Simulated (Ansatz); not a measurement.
**C₃H₄O₃Sn: small, medium and large basis sets**

Aim: see how fast density functionals converge with the basis set for C₃H₄O₃Sn.

Program: Ansatz 0.2.0, Gaussian basis. Level of theory: one geometry, several basis sets. These are calculated values, not measurements.

The runs, in order: PBE0-D4/def2-SVP; ωB97M-V/def2-SVP; PBE0-D4/def2-QZVPP; ωB97M-V/def2-QZVPP; the functionals' def2-TZVPP values are taken from earlier runs.

## 1. The geometry

All runs share one geometry, relaxed beforehand with PBE0-D4 in a triple-zeta def2 set. Sn takes the def2 core potential; no spin-orbit term is included.

SMILES `[OH][Sn-]1[O]C=CC=[O+]1`, 11 atoms, charge 0, spin multiplicity 1.

Atoms are counted from 1 here; the program's logs count them from 0.

Bond lengths: O1–Sn2 1.990 Å, O1–H8 0.959 Å, Sn2–O3 2.168 Å, Sn2–O7 2.168 Å, O3–C4 1.262 Å, C4–C5 1.390 Å, C4–H9 1.098 Å, C5–C6 1.390 Å, C5–H10 1.081 Å, C6–O7 1.262 Å, C6–H11 1.098 Å. Angles: Sn2–O1–H8 114.8°, O1–Sn2–O3 89.0°, O1–Sn2–O7 88.9°, O3–Sn2–O7 83.7°, Sn2–O3–C4 126.5°, O3–C4–C5 127.8°, O3–C4–H9 115.2°, C5–C4–H9 117.0°, C4–C5–C6 124.3°, C4–C5–H10 117.8°, C6–C5–H10 117.8°, C5–C6–O7 127.8°, C5–C6–H11 117.0°, O7–C6–H11 115.2°, Sn2–O7–C6 126.5°.

## 2. PBE0-D4 in def2-SVP

The input, in.yaml:

```yaml
crystal:
  periodic: [false, false, false]
  atoms:
    - {symbol: O, position_ang: [0.230839, -2.384947, 0.474696]}
    - {symbol: Sn, position_ang: [-1.478169, -1.408373, 0.768772]}
    - {symbol: O, position_ang: [-0.345689, 0.243776, 1.598102]}
    - {symbol: C, position_ang: [0.395980, 1.041263, 0.960268]}
    - {symbol: C, position_ang: [0.483644, 1.204989, -0.417431]}
    - {symbol: C, position_ang: [-0.298067, 0.518373, -1.339403]}
    - {symbol: O, position_ang: [-1.162579, -0.371756, -1.108816]}
    - {symbol: H, position_ang: [0.204243, -3.318150, 0.695688]}
    - {symbol: H, position_ang: [1.029088, 1.689114, 1.580110]}
    - {symbol: H, position_ang: [1.177235, 1.943720, -0.794754]}
    - {symbol: H, position_ang: [-0.171126, 0.784989, -2.396532]}
basis:
  gaussian: {orbitals: def2-SVP}
hamiltonian: {xc: pbe0, dispersion: d4}
output: {orbitals: {seedname: orbitals}}
```

Started as:

```sh
ansatz run in.yaml --threads 4 --pin off --events-out ev --progress --plain --max-ram 11315MiB
```

The runs that follow: ωB97M-V in def2-SVP; PBE0-D4 in def2-QZVPP; ωB97M-V in def2-QZVPP.

Before running them: what should the planned runs give, taken together? Wanted: PBE0-D4: double and triple zeta above quadruple; ωB97M-V: double and triple zeta above quadruple.

The runs gave:

```
                                       quantity           value
PBE0-D4: double and triple zeta above quadruple  11.82, 0.58 eV
ωB97M-V: double and triple zeta above quadruple  12.11, 0.56 eV
```

What this shows: PBE0-D4 gains 11.24 eV from double to triple zeta, then 0.58 eV more. Total energies overstate the basis error of differences, where much of it tends to cancel.
